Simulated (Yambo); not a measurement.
# Au (Fm-3m) in Yambo: further runs

One crystal, Au, is run at these levels: PBE; tasks: optical spectrum.

Program: Yambo 5.3.0. These are calculated values, not measurements. Logs are shortened: lines on timing, memory, paths and dates and some standing lists are left out, and cuts for length are marked.

## (1) Starting point

It takes space group Fm-3m (No. 225, cubic). The conventional cell has a = 4.070 Å, b = 4.070 Å, c = 4.070 Å, α = 90.00°, β = 90.00°, γ = 90.00°. Around Au (site symmetry m-3m) lie 12 Au at 2.88 Å.

## (2) Optical spectrum, PBE, non-collinear spin, zero start, spin-orbit coupling

The input, optics4.in:

```
optics
chi
Chimod= "HARTREE"
% BndsRnXd
 1 | 69 |
%
NGsBlkXd= 1 Ry
% LongDrXd
 0 | 0 | 1 |
%
% QpntsRXd
 1 | 1 |
%
% EnRngeXd
 0 | 30 | eV
%
% DmRngeXd
 0.2 | 0.2 | eV
%
ETStpsXd= 200
```

The input, scf.in:

```
&CONTROL
  calculation = 'scf'
  prefix = 'pwscf'
  outdir = './tmp'
  pseudo_dir = './pseudo'
/
&SYSTEM
  ibrav = 0
  nat = 1
  ntyp = 1
  ecutwfc = 76
  nbnd = 32
  occupations = 'smearing'
  smearing = 'fd'
  degauss = 0.00367493
  noncolin = .true.
  lspinorb = .true.
  force_symmorphic = .true.
/
&ELECTRONS
  conv_thr = 2d-10
  electron_maxstep = 120
  mixing_beta = 0.5
/
ATOMIC_SPECIES
Au   196.9666 Au.upf
CELL_PARAMETERS angstrom
   0.0000000000    2.0350000000    2.0350000000
   2.0350000000    0.0000000000    2.0350000000
   2.0350000000    2.0350000000    0.0000000000
ATOMIC_POSITIONS angstrom
Au     0.0000000000    0.0000000000    0.0000000000
K_POINTS automatic
14 14 14 0 0 0
```

The input, nscf.in:

```
&CONTROL
  calculation = 'nscf'
  prefix = 'pwscf'
  outdir = './tmp'
  pseudo_dir = './pseudo'
/
&SYSTEM
  ibrav = 0
  nat = 1
  ntyp = 1
  ecutwfc = 76
  nbnd = 69
  occupations = 'smearing'
  smearing = 'fd'
  degauss = 0.00367493
  noncolin = .true.
  lspinorb = .true.
  force_symmorphic = .true.
/
&ELECTRONS
  conv_thr = 1d-08
  diago_full_acc = .true.
  diago_thr_init = 1d-06
/
ATOMIC_SPECIES
Au   196.9666 Au.upf
CELL_PARAMETERS angstrom
   0.0000000000    2.0350000000    2.0350000000
   2.0350000000    0.0000000000    2.0350000000
   2.0350000000    2.0350000000    0.0000000000
ATOMIC_POSITIONS angstrom
Au     0.0000000000    0.0000000000    0.0000000000
K_POINTS automatic
14 14 14 0 0 0
```

Potentials or basis: PseudoDojo 0.4 FR PBE standard.

Command:

```bash
OMP_NUM_THREADS=1 pw.x -in scf.in > scf.out
OMP_NUM_THREADS=1 pw.x -in nscf.in > nscf.out
cd tmp/pwscf.save; p2y; mv SAVE ../..; cd ../..
OMP_NUM_THREADS=1 yambo
OMP_NUM_THREADS=1 yambo -F optics4.in -J optics4 -C optics4_out
```

Yambo's report:

```text
[... sections 02.01 to 02.04 as in the set-up run ...]

  [02.05] Energies & Occupations
  ==============================

  [X] === General ===
  [X] Electronic Temperature                        :  0.258606E-1   300.100    [eV K]
  [X] Bosonic    Temperature                        :  0.258606E-1   300.100    [eV K]
  [X] Finite Temperature mode                       : yes
  [X] El. density                                   :  0.11273E+25 [cm-3]
  [X] Fermi Level                                   :  21.07323 [eV]

  [X] === Gaps and Widths ===
  [X] Conduction Band Min                           :  21.07323 [eV]
  [X] Valence Band Max                              :  21.07323 [eV]
  [X] Filled Bands                                  :  18
  [X] Metallic Bands                                :  19  20
  [X] Empty Bands                                   :   21   69

  [X] === Metallic Characters ===
  [X] N of el / N of met el                         :  19.00000   1.13470
  [X] Average metallic occ.                         :  0.283674

  [WARNING] [X] Metallic system

 [03] Transferred momenta grid and indexing
 ==========================================

 IBZ Q-points                                      :  104
 BZ  Q-points                                      :  2744

 K/Q-points units:
 rlu = crystal or reduced units; cc = cartesian coordinates; iku = interal k-units

 Q [  1]        [rlu]:  0.000000  0.000000  0.000000
 Q [  2]        [rlu]:  0.14887E-16  0.79484E-17  0.71429E-01
 Q [  3]        [rlu]:  0.29775E-16  0.15897E-16  0.14286
 Q [  4]        [rlu]: -0.50475E-17 -0.50475E-17  0.21429
 Q [  5]        [rlu]:  0.59549E-16  0.31794E-16  0.28571
 Q [  6]        [rlu]: -0.11522E-16 -0.11522E-16  0.35714
 Q [  7]        [rlu]: -0.10095E-16 -0.10095E-16  0.42857
 Q [  8]        [rlu]: -0.49720E-16  0.57910E-17 -0.50000
 Q [  9]        [rlu]:  0.32699E-17  0.71429E-01  0.71429E-01
 Q [ 10]        [rlu]:  0.52564E-17  0.71429E-01  0.14286
 Q [ 11]        [rlu]:  0.15897E-16  0.71429E-01  0.21429
 Q [ 12]        [rlu]: -0.50475E-17  0.71429E-01  0.28571
 Q [ 13]        [rlu]:  0.59549E-16  0.71429E-01  0.35714
 Q [ 14]        [rlu]:  0.43989E-16  0.71429E-01  0.42857
 Q [ 15]        [rlu]: -0.11490E-15  0.71429E-01  0.50000
 Q [ 16]        [rlu]: -0.15745E-16  0.71429E-01 -0.42857
 Q [ 17]        [rlu]: -0.11441E-16  0.71429E-01 -0.35714
 Q [ 18]        [rlu]:  0.11522E-16  0.71429E-01 -0.28571
 Q [ 19]        [rlu]: -0.40379E-17  0.71429E-01 -0.21429
 Q [ 20]        [rlu]:  0.67191E-17  0.71429E-01 -0.14286
 Q [ 21]        [rlu]:  0.31956E-16  0.71429E-01 -0.71429E-01
 Q [ 22]        [rlu]:  0.65397E-17  0.14286      0.14286
 Q [ 23]        [rlu]: -0.21004E-17  0.14286      0.21429
 Q [ 24]        [rlu]:  0.29775E-16  0.14286      0.28571
 Q [ 25]        [rlu]: -0.81574E-17  0.14286      0.35714
 Q [ 26]        [rlu]:  0.21026E-16  0.14286      0.42857
 Q [ 27]        [rlu]:  0.71369E-17  0.14286      0.50000
 Q [ 28]        [rlu]: -0.80759E-17  0.14286     -0.42857
 Q [ 29]        [rlu]:  0.86676E-17  0.14286     -0.35714
 Q [ 30]        [rlu]:  0.10095E-16  0.14286     -0.28571
 Q [ 31]        [rlu]:  0.45498E-16  0.14286     -0.21429
 Q [ 32]        [rlu]:  0.63913E-16  0.14286     -0.14286
 Q [ 33]        [rlu]: -0.29311E-17  0.21429      0.21429
 Q [ 34]        [rlu]: -0.16825E-17  0.21429      0.28571
 Q [ 35]        [rlu]:  0.15897E-16  0.21429      0.35714
 Q [ 36]        [rlu]:  0.88303E-17  0.21429      0.42857
 Q [ 37]        [rlu]:  0.21026E-16  0.21429      0.50000
 Q [ 38]        [rlu]:  0.29363E-17  0.21429     -0.42857
 Q [ 39]        [rlu]:  0.59875E-16  0.21429     -0.35714
 Q [ 40]        [rlu]: -0.15745E-16  0.21429     -0.28571
 Q [ 41]        [rlu]:  0.10095E-16  0.21429     -0.21429
 Q [ 42]        [rlu]:  0.13079E-16  0.28571      0.28571
 Q [ 43]        [rlu]:  0.14887E-16  0.28571      0.35714
 Q [ 44]        [rlu]:  0.29775E-16  0.28571      0.42857
 Q [ 45]        [rlu]:  0.13612E-16  0.28571      0.50000
 Q [ 46]        [rlu]:  0.88976E-16  0.28571      0.57143
 Q [ 47]        [rlu]: -0.21943E-16  0.28571     -0.35714
 Q [ 48]        [rlu]:  0.59875E-16  0.28571     -0.28571
 Q [ 49]        [rlu]: -0.48852E-17  0.35714      0.35714
 Q [ 50]        [rlu]: -0.59294E-17  0.35714      0.42857

 Remaining 54 points informations can be written running with -fatlog

 [04] Dipoles
 ============

  [04.01] Setup: observables and procedures
  =========================================

  [WF-Oscillators/G space/Transverse up loader] Normalization (few states)  min/max  :  0.77579E-17   1.0000

  [WR./optics4//ndb.dipoles]------------------------------------------------------
   Brillouin Zone Q/K grids (IBZ/BZ)                :   104  2744   104  2744
   RL vectors                                       :  1807 [WF]
   Fragmentation                                    : yes
   Electronic Temperature                           :  300.1000 [K]
   Bosonic    Temperature                           :  300.1000 [K]
   DIP band range                                   :    1   69
   DIP band range limits                            :  20  19
   DIP e/h energy range                             : -1.000000 -1.000000 [eV]
   RL vectors in the sum                            :  1807
   [r,Vnl] included                                 : yes
   Bands ordered                                    : yes
   Direct v evaluation                              : no
   Approach used                                    : G-space v
   Dipoles computed                                 : R V P [G-space]
   Wavefunctions                                    : Perdew, Burke & Ernzerhof(X)+Perdew, Burke & Ernzerhof(C)

  [WARNING] [r,Vnl^pseudo] included in position and velocity dipoles.

  [WARNING] In case H contains other non local terms, these are neglected

 [05] Optics
 ===========

 [X-CG] R(p) Tot o/o(of R):    24029  2630038      100

 [WARNING] The system is a metal but Drude term not included.
```

Run time: 4.3 min. Hardware: 1 thread of Arm Neoverse V1, shared host; peak memory 1.7 GiB.

What came out:

* Band gap on the k mesh, mean-field level: none (metal or under the smearing width)
* Peak of the energy-loss function: 23.7 eV

Dielectric function (along the field direction of the input):
```csv
energy (eV),real part,imaginary part
0.30,9.90,0.09
0.75,10.28,0.28
1.21,11.20,0.64
1.81,13.94,3.15
2.26,10.57,10.84
2.71,7.42,7.43
3.32,7.33,6.23
3.77,3.18,8.81
4.22,4.19,5.31
4.82,2.87,5.92
5.28,3.02,4.71
5.73,3.15,4.30
6.33,4.34,5.18
6.78,2.06,5.68
7.24,1.84,4.69
7.84,1.49,5.63
8.29,0.70,4.49
8.74,0.74,3.61
9.35,0.64,3.67
9.80,0.50,3.00
10.25,0.72,2.93
10.85,1.04,2.52
11.31,1.07,2.47
11.76,0.86,2.38
12.36,0.87,2.37
12.81,1.07,2.06
13.27,0.91,2.35
13.87,0.72,1.79
14.32,0.97,1.71
14.77,0.94,1.92
15.38,0.95,1.82
15.83,1.08,1.71
16.28,1.02,1.66
16.88,1.26,1.55
17.34,1.26,1.63
17.79,1.37,1.64
18.39,1.46,2.07
18.84,1.43,2.15
19.30,1.28,2.28
19.90,0.61,2.30
```

Energy-loss function:
```
energy (eV)   loss
        0.0  0.000
        1.4  0.006
        2.6  0.070
        3.9  0.131
        5.3  0.150
        6.5  0.121
        7.8  0.166
        9.2  0.253
       10.4  0.354
       11.8  0.371
       13.1  0.351
       14.3  0.442
       15.7  0.437
       16.9  0.387
       18.2  0.299
       19.6  0.343
       20.8  0.437
       22.2  0.795
       23.5  0.986
       24.7  0.727
       26.1  0.661
       27.4  0.504
       28.6  0.586
       30.0  0.819
```

Caveat: the intraband (Drude) term of the metal is left out; the optical matrix elements of this version leave out the spin-flip part of the nonlocal potential, a small error; these spectra lack excitons.

## (3) Optical spectrum, PBE, non-collinear spin, zero start, spin-orbit coupling

The input, optics5.in:

```
optics
chi
Chimod= "HARTREE"
% BndsRnXd
 1 | 29 |
%
NGsBlkXd= 4 Ry
% LongDrXd
 1 | 1 | 0 |
%
% QpntsRXd
 1 | 1 |
%
% EnRngeXd
 0 | 30 | eV
%
% DmRngeXd
 0.1 | 0.1 | eV
%
ETStpsXd= 150
```

scf.in is that of step 2.

nscf.in is that of step 2.

Potentials or basis: PseudoDojo 0.4 FR PBE standard.

Command:

```bash
OMP_NUM_THREADS=1 pw.x -in scf.in > scf.out
OMP_NUM_THREADS=1 pw.x -in nscf.in > nscf.out
cd tmp/pwscf.save; p2y; mv SAVE ../..; cd ../..
OMP_NUM_THREADS=1 yambo
OMP_NUM_THREADS=1 yambo -F optics5.in -J optics5 -C optics5_out
```

Yambo's report:

```text
[... sections 02.01 to 02.04 as in the set-up run ...]

  [02.05] Energies & Occupations
  ==============================

  [X] === General ===
  [X] Electronic Temperature                        :  0.258606E-1   300.100    [eV K]
  [X] Bosonic    Temperature                        :  0.258606E-1   300.100    [eV K]
  [X] Finite Temperature mode                       : yes
  [X] El. density                                   :  0.11273E+25 [cm-3]
  [X] Fermi Level                                   :  21.07323 [eV]

  [X] === Gaps and Widths ===
  [X] Conduction Band Min                           :  21.07323 [eV]
  [X] Valence Band Max                              :  21.07323 [eV]
  [X] Filled Bands                                  :  18
  [X] Metallic Bands                                :  19  20
  [X] Empty Bands                                   :   21   69

  [X] === Metallic Characters ===
  [X] N of el / N of met el                         :  19.00000   1.13470
  [X] Average metallic occ.                         :  0.283674

  [WARNING] [X] Metallic system

 [03] Transferred momenta grid and indexing
 ==========================================

 IBZ Q-points                                      :  104
 BZ  Q-points                                      :  2744

 K/Q-points units:
 rlu = crystal or reduced units; cc = cartesian coordinates; iku = interal k-units

 Q [  1]        [rlu]:  0.000000  0.000000  0.000000
 Q [  2]        [rlu]:  0.14887E-16  0.79484E-17  0.71429E-01
 Q [  3]        [rlu]:  0.29775E-16  0.15897E-16  0.14286
 Q [  4]        [rlu]: -0.50475E-17 -0.50475E-17  0.21429
 Q [  5]        [rlu]:  0.59549E-16  0.31794E-16  0.28571
 Q [  6]        [rlu]: -0.11522E-16 -0.11522E-16  0.35714
[... 42 lines left out ...]
 Q [ 49]        [rlu]: -0.48852E-17  0.35714      0.35714
 Q [ 50]        [rlu]: -0.59294E-17  0.35714      0.42857

 Remaining 54 points informations can be written running with -fatlog

 [WARNING] [Xd] User bands 1-29 break level degeneracy

 [04] Dipoles
 ============

  [04.01] Setup: observables and procedures
  =========================================

  [WF-Oscillators/G space/Transverse up loader] Normalization (few states)  min/max  :  0.77579E-17   1.0000

  [WR./optics5//ndb.dipoles]------------------------------------------------------
   Brillouin Zone Q/K grids (IBZ/BZ)                :   104  2744   104  2744
   RL vectors                                       :  1807 [WF]
   Fragmentation                                    : yes
   Electronic Temperature                           :  300.1000 [K]
   Bosonic    Temperature                           :  300.1000 [K]
   DIP band range                                   :   1  29
   DIP band range limits                            :  20  19
   DIP e/h energy range                             : -1.000000 -1.000000 [eV]
   RL vectors in the sum                            :  1807
   [r,Vnl] included                                 : yes
   Bands ordered                                    : yes
   Direct v evaluation                              : no
   Approach used                                    : G-space v
   Dipoles computed                                 : R V P [G-space]
   Wavefunctions                                    : Perdew, Burke & Ernzerhof(X)+Perdew, Burke & Ernzerhof(C)

  [WARNING] [r,Vnl^pseudo] included in position and velocity dipoles.

  [WARNING] In case H contains other non local terms, these are neglected

 [05] Optics
 ===========

 [X-CG] R(p) Tot o/o(of R):     5331   534918      100

 [WARNING] The system is a metal but Drude term not included.
```

o-optics5.eps_q1_inv_rpa_dyson:

```text
# Absorption @ Q(1):  0.707106781     0.707106781      0.00000000    [q->0 direction]
#
# [ X ] Hartree size                              :  27
# [GEN] GF Energies                               : Perdew, Burke & Ernzerhof(X)+Perdew, Burke & Ernzerhof(C)
# [GEN] Green`s Function                          : Retarded
#
# [GEN] Gauge                                     : Length
# [GEN] [r,Vnl] included                          : yes
#
#    E[1] [eV]          Im(eps)            Re(eps)            Im(eps_o)          Re(eps_o)
#
        0.000000           0.183330E-4        9.558442           0.58607E-17        9.708331
        0.201342           0.030950           9.589180           0.031330           9.739463
        0.402685           0.064388           9.683817           0.065202           9.835320
        0.604027           0.103490           9.850224           0.104822           10.00389
        0.805369           0.153107           10.10385           0.155115           10.26085
        1.006711           0.222057           10.47276           0.225036           10.63467
[... 142 lines left out ...]
        29.79866           0.117075          -0.075766           0.076812          -0.002204
        30.00000           0.128677          -0.065899           0.085277           0.010048
#
```

Run time: 3.8 min. Hardware: 1 thread of Arm Neoverse V1, shared host; peak memory 0.81 GiB.

What came out:

```yaml
Band_gap_on_the_k_mesh_mean-field_level: none (metal or under the smearing width)
```

Dielectric function (along the field direction of the input):
| energy (eV) | real part | imaginary part |
| --- | --- | --- |
| 0.40 | 9.68 | 0.06 |
| 1.01 | 10.47 | 0.22 |
| 1.61 | 13.16 | 1.10 |
| 2.42 | 3.51 | 9.69 |
| 3.02 | 4.64 | 6.76 |
| 3.62 | 7.21 | 11.73 |
| 4.43 | 4.32 | 8.03 |
| 5.03 | 1.98 | 3.96 |
| 5.64 | 1.96 | 4.31 |
| 6.44 | 4.33 | 6.74 |
| 7.05 | 1.83 | 4.88 |
| 7.65 | 2.70 | 5.75 |
| 8.46 | 0.20 | 3.94 |
| 9.06 | 1.01 | 4.12 |
| 9.66 | -0.06 | 3.29 |
| 10.47 | 0.11 | 2.44 |
| 11.07 | 0.49 | 2.51 |
| 11.68 | 0.42 | 2.47 |
| 12.48 | 0.38 | 2.40 |
| 13.09 | 0.93 | 2.56 |
| 13.69 | -0.17 | 2.09 |
| 14.50 | 1.13 | 1.80 |
| 15.10 | 0.49 | 1.87 |
| 15.70 | 0.79 | 1.61 |
| 16.51 | 0.56 | 1.57 |
| 17.11 | 1.04 | 1.60 |
| 17.72 | 1.05 | 1.79 |
| 18.52 | 1.05 | 1.97 |
| 19.13 | 1.00 | 2.28 |
| 19.93 | 0.06 | 2.48 |

Energy-loss function:
| energy (eV) | loss |
| --- | --- |
| 0.0 | 0.000 |
| 1.2 | 0.003 |
| 2.6 | 0.061 |
| 3.8 | 0.128 |
| 5.2 | 0.150 |
| 6.4 | 0.105 |
| 7.9 | 0.155 |
| 9.1 | 0.229 |
| 10.5 | 0.408 |
| 11.7 | 0.393 |
| 13.1 | 0.346 |
| 14.3 | 0.558 |
| 15.7 | 0.502 |
| 16.9 | 0.445 |
| 18.3 | 0.310 |
| 19.5 | 0.298 |
| 20.9 | 0.368 |
| 22.1 | 0.602 |
| 23.6 | 0.542 |
| 24.8 | 0.640 |
| 26.2 | 0.826 |
| 27.4 | 1.498 |
| 28.8 | 2.242 |
| 30.0 | 6.157 |

Caveat: the intraband (Drude) term of the metal is left out; the optical matrix elements of this version leave out the spin-flip part of the nonlocal potential, a small error; these spectra lack excitons.
